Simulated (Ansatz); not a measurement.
HfTaN2, space group R-3m, Fermi-surface readings

With Ansatz's Python interface.

Typed at the interpreter:
```pycon
>>> import ansatz as az
>>> import numpy as np
>>> XC = "r2scan"
>>> FILLING = "Fermi-Dirac"
>>> vectors = np.array([
...     [1.586316, 0.91586, 5.134389],
...     [-1.586316, 0.91586, 5.134389],
...     [0.0, -1.83172, 5.134389],
... ])
>>> xtal = (
...     az.Lattice.of(vectors)
...     .atom("Hf", [0.0, 0.0, 0.0])
...     .atom("Ta", [0.5, 0.5, 0.5])
...     .atom("N", [0.250298, 0.250298, 0.250298])
...     .atom("N", [0.749702, 0.749702, 0.749702])
... )
>>> xtal.resolved().tree()["lattice"]
((1.586316, 0.91586, 5.134389), (-1.586316, 0.91586, 5.134389), (0.0, -1.83172, 5.134389))
>>> job = xtal.calculation()
>>> job = job.functional(XC)
>>> job = job.pseudopotentials("paw")
>>> job = job.basis(24 * az.Ha, density_ratio=8)
>>> job = job.kpoints(11)
>>> job = job.occupations(FILLING, width=150 * az.meV)
>>> job = job.eigensolver("davidson", full_accuracy=True)
>>> job = job.eigenstates(nscf_kmesh=(12, 12, 12), level_slopes=True)
>>> surface = job.run().fermi_surface().to_plain()
>>> for way, reading in surface.items():
...     if reading:
...         rho_lambda = [f"{v:.3e}" for v in reading["resistivity_times_mean_free_path_ohm_m2"]]
...         print(f"{way:24s} area {reading['spin_summed_area_per_ang2']:8.3f} 1/A^2  rho*lambda (ohm m^2) {rho_lambda}")
...
by_tetrahedra            area   42.014 1/A^2  rho*lambda (ohm m^2) ['6.644e-16', '6.644e-16', '8.988e-16']
by_slopes                area   42.003 1/A^2  rho*lambda (ohm m^2) ['6.434e-16', '6.434e-16', '9.868e-16']
on_every_second_point    area   40.780 1/A^2  rho*lambda (ohm m^2) ['8.135e-16', '8.135e-16', '6.479e-16']
```

These settings explore the input space; cutoff and mesh may be short of convergence. Spin is left out of this run. For a metal this k-point mesh is coarse: on a finer one energies can move by several to tens of meV an atom and pressures by half a GPa or more, differences at one mesh by less. Spin-orbit coupling, which matters for elements this heavy, is left out. The structure comes from a database of computed cells and needn't be a stable or known phase. The three readings differ by the mesh error. Hardware and time: 2.1 min on 1 thread of Arm Neoverse V2, with other jobs on the host, peak memory 0.94 GiB.
